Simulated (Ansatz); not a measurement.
# AgLaS2: a single-point run

Aim: a sound single-point run of AgLaS2. The structure is shown as the input types it. The cell is built on a prototype (ordering on rocksalt) and needn't be the phase found in nature.

Program: Ansatz 0.2.0. Level of theory: density functional or hybrid calculation with the settings of its input, plane waves. These are calculated values, not measurements.

4 further runs of the same task are left out: 1 for a known fault of the program, 3 that didn't finish.

### Step 1. The structure to begin with

The structure is trigonal, space group R-3m (No. 166). The conventional cell has a = 4.260 Å, b = 4.260 Å, c = 17.788 Å, α = 90.00°, β = 90.00°, γ = 120.00°. Ag (site symmetry -3m) is surrounded by 6 S at 2.86 Å. La (site symmetry -3m) has 6 S at 2.89 Å as nearest neighbours. S (site symmetry 3m) is surrounded by 3 Ag at 2.86 Å and 3 La at 2.89 Å.

Coordinates:

```xyz
4
Lattice="2.1300 1.2298 5.9292 -2.1300 1.2298 5.9292 0.0000 -2.4596 5.9292" Properties=species:S:1:pos:R:3 pbc="T T T"
Ag    2.1300    1.2298    5.9292
La    0.0000    0.0000    8.8939
S     0.0000    0.0000    4.4789
S     0.0000    0.0000   13.3088
```

### Step 2. The calculation

File input.yaml:

```yaml
crystal:
  lattice:
    - [2.1300357285, 1.2297767012, 5.9292429281]
    - [-2.1300357285, 1.2297767012, 5.9292429281]
    - [0.0, -2.4595534024, 5.9292429281]
  atoms:
    - { symbol: Ag, position: [1.0, 0.0, 0.0] }
    - { symbol: La, position: [0.5, 0.5, 0.5] }
    - { symbol: S, position: [0.2517964128, 0.2517964128, 0.2517964128] }
    - { symbol: S, position: [0.7482035872, 0.7482035872, 0.7482035872] }
kpoints:
  mp_grid: { grid: [1, 1, 8] }
hamiltonian:
  xc: r2scan
scf:
  occupations: { method: fixed }
  n_extra_bands: 5
output:
  forces: true
  stress: true
  eigenvalues: true
```

On the command line:

```bash
$ ansatz run input.yaml --threads 4 --pin off --max-ram 3686MiB --backend cpu --events-out ev --progress --plain --runs-dir out
```

What happens when this is run?

The run converged and reported no error, with warnings (symmetry narrowed by mesh). Its log warns: «crystal.symmetry: narrowed to the stabiliser of the k-point mesh — unitary ops 12 → 4; excluded 8 operations that carry a point of the 1×1×8 mesh (shift [0, 0 ...»

Fixed occupations are right only where a gap separates filled from empty bands at every k-point. This system has one (2.99 eV on the mesh), so they are sound here.

The occupations need no remedy; a run with other occupations serves as a check.
